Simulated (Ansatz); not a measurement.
# H₄OSSn: one species, many methods

How much do the methods differ for H₄OSSn? The plan is to run it at one geometry with functionals of several rungs and with coupled cluster, and see how far each lands from CCSD(T) at the basis-set limit for the atomisation energy.

Program: Ansatz 0.2.0, Gaussian basis. Level of theory: functionals in def2-TZVPP, the program's frozen cores in correlated methods. These are calculated values, not measurements.

Plan: LDA (SPW92), PBE-D4, revPBE-D4, BLYP-D4, r2SCAN-D4, B97M-V, PBE0-D4, B3LYP-D4, r2SCANh-D4, r2SCAN0-D4, HSE06-D4, BHLYP-D4, CAM-B3LYP-D4, LC-ωPBE, ωB97X-V, ωB97M-V, B2PLYP, PBE-QIDH; CCSD(T)/def2-SVP; CCSD(T)/def2-TZVPP; MP2/def2-QZVPP; extrapolation to the limit; RPA on PBE.

### Step 1. Structure used throughout

The geometry comes from an earlier relaxation with PBE0-D4 in a triple-zeta def2 set; it is a stationary point, not always the lowest conformer. Sn takes the def2 core potential; no spin-orbit term is included.

SMILES `[OH][SnH2][SH]`, 7 atoms, charge 0, spin multiplicity 1.

Atoms are counted from 1 here; the program's logs count them from 0.

Bond lengths: O1–Sn2 1.964 Å, O1–H4 0.960 Å, Sn2–S3 2.398 Å, Sn2–H5 1.704 Å, Sn2–H6 1.698 Å, S3–H7 1.344 Å. Angles: Sn2–O1–H4 112.7°, O1–Sn2–S3 108.5°, O1–Sn2–H5 110.3°, O1–Sn2–H6 103.0°, S3–Sn2–H5 105.9°, S3–Sn2–H6 112.7°, H5–Sn2–H6 116.3°, Sn2–S3–H7 93.3°.

### Step 2. LDA

This LDA is Slater exchange with PW92 correlation.

The input, in.yaml:

```yaml
crystal:
  periodic: [false, false, false]
  atoms:
    - {symbol: O, position_ang: [-1.593503, -0.442812, -0.504030]}
    - {symbol: Sn, position_ang: [0.002911, 0.630957, -0.111154]}
    - {symbol: S, position_ang: [1.813557, -0.855307, 0.402763]}
    - {symbol: H, position_ang: [-1.410838, -1.173135, -1.100353]}
    - {symbol: H, position_ang: [0.488540, 1.494999, -1.497482]}
    - {symbol: H, position_ang: [-0.481098, 1.561423, 1.224069]}
    - {symbol: H, position_ang: [1.241531, -1.284124, 1.540386]}
basis:
  gaussian: {orbitals: def2-TZVPP}
hamiltonian: {xc: lda}
output: {orbitals: {seedname: orbitals}}
```

The run is started by

```sh
ansatz run in.yaml --threads 2 --pin off --events-out ev --progress --plain --max-ram 4352MiB
```

The runs that follow: PBE-D4 (GGA); revPBE-D4 (GGA); BLYP-D4 (GGA); r2SCAN-D4 (meta-GGA); B97M-V (meta-GGA); PBE0-D4 (hybrid); B3LYP-D4 (hybrid); r2SCANh-D4 (hybrid); r2SCAN0-D4 (hybrid); HSE06-D4 (hybrid); BHLYP-D4 (hybrid); CAM-B3LYP-D4 (range-separated); LC-ωPBE (range-separated); ωB97X-V (range-separated); ωB97M-V (range-separated); B2PLYP (double hybrid); PBE-QIDH (double hybrid); CCSD(T) in def2-SVP; CCSD(T) in def2-TZVPP; MP2 in def2-QZVPP; RPA on PBE orbitals.

Before running them: what should the planned runs give, taken together? Wanted: atomisation energy, CCSD(T)/CBS; farthest beyond LDA; mean size of error, GGA; mean size of error, meta-GGA; mean size of error, hybrid; mean size of error, range-separated; mean size of error, double hybrid; gap, smallest and largest; T1 diagnostic.

**Answer**, as computed:

| quantity | value |
| --- | --- |
| atomisation energy, CCSD(T)/CBS | 20.564 eV |
| functionals within 0.206 eV (1.0 %) | PBE-D4, B97M-V, ωB97X-V |
| farthest beyond LDA | BHLYP-D4 (-1.151 eV) |
| mean size of error, GGA | 0.459 eV |
| mean size of error, meta-GGA | 0.199 eV |
| mean size of error, hybrid | 0.690 eV |
| mean size of error, range-separated | 0.326 eV |
| mean size of error, double hybrid | 0.711 eV |
| gap, smallest and largest | 4.63 eV (BLYP-D4), 11.82 eV (LC-ωPBE) |
| T1 diagnostic | 0.0133 |
| triples share of the correlation energy | 3.4 % |

What this shows: The LDA atomisation energy is off by 2.909 eV (14 %): it overbinds. PBE-D4 is off by -0.172 eV. Double hybrids carry the basis error of their MP2 part in triple zeta, and no dispersion term here, so their miss is partly the set-up's. By mean error the best rung here is meta-GGA (0.199 eV) and the worst beyond LDA is double hybrid (0.711 eV). The reference freezes the cores and leaves out spin-orbit coupling and excitations past (T), and its outer-core shells are covered unevenly, so misses under about 0.206 eV can't be ranked. All levels share the lack of spin-orbit coupling, which lowers the free heavy atoms and so the true binding. Hartree-Fock recovers 66 % of the binding; the rest is correlation. CCSD(T) in def2-SVP is off by -2.178 eV, worse than the median functional, from the basis alone. Orbital gaps span 4.6 to 11.8 eV; exact exchange widens them. Correlated methods include outer-core shells of Sn, which these sets cover unevenly.
